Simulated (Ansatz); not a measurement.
Ir: single point with PBE

The system is Ir, a slab with vacuum.

```
Ir
1.0
     2.71487    0.00000    0.00000
     0.00000    2.71487    0.00000
     0.00000    0.00000   24.59850
Ir
6
Cartesian
  1.3574 1.3574 7.5000
  0.0000 0.0000 9.4197
  1.3574 1.3574 11.3394
  0.0000 0.0000 13.2591
  1.3574 1.3574 15.1788
  0.0000 0.0000 17.0985
```

The cell isn't the ideal one: the (1 0 0) slab of Ir, cut from the database cell, not relaxed.

* Program: Ansatz 0.2.0
* Task: single point
* Functional: PBE
* Potentials or basis: Ansatz PAW
* Cutoff: 420 eV (not typed: the program's choice for these potentials)
* k mesh: 10 × 10 × 1
* Occupations: fermi-dirac, width 0.05 eV
* Spin: no spin polarisation
* Boundary along the surface normal: dipole_correction
* Miller: [1, 0, 0]
* Bulk formula: Ir

* Largest force: 1.014 eV/Å
* Band gap on the k mesh: none (metal or under the smearing width)
* Work function of the upper face: 5.56 eV
* Work function of the lower face: 5.56 eV
* Dipole across the slab: 0.000 e·Å

Forces on the atoms (eV/Å):
```
Ir   0.000  0.000  0.656
Ir   0.000  0.000 -1.014
Ir   0.000  0.000 -0.281
Ir   0.000  0.000  0.281
Ir   0.000  0.000  1.014
Ir   0.000  0.000 -0.656
```

Levels at points of the mesh, in eV from the Fermi level:
```
             k point  band 47  band 48  band 49  band 50  band 51  band 52  band 53  band 54
  (0.00, 0.00, 0.00)    -1.18    -1.05    -0.65    -0.62    -0.62    -0.12     0.44     0.57
 (0.00, -0.50, 0.00)    -0.63    -0.63    -0.39    -0.39     0.32     0.32     0.84     0.84
(-0.50, -0.50, 0.00)     0.67     0.67     1.49     1.49     1.54     1.54     2.29     2.29
```

Wall time 7 s on 4 threads of Arm Neoverse V2, on a shared host, peak memory 0.59 GiB.

The run has no spin-orbit coupling, so splittings on Ir are missing.
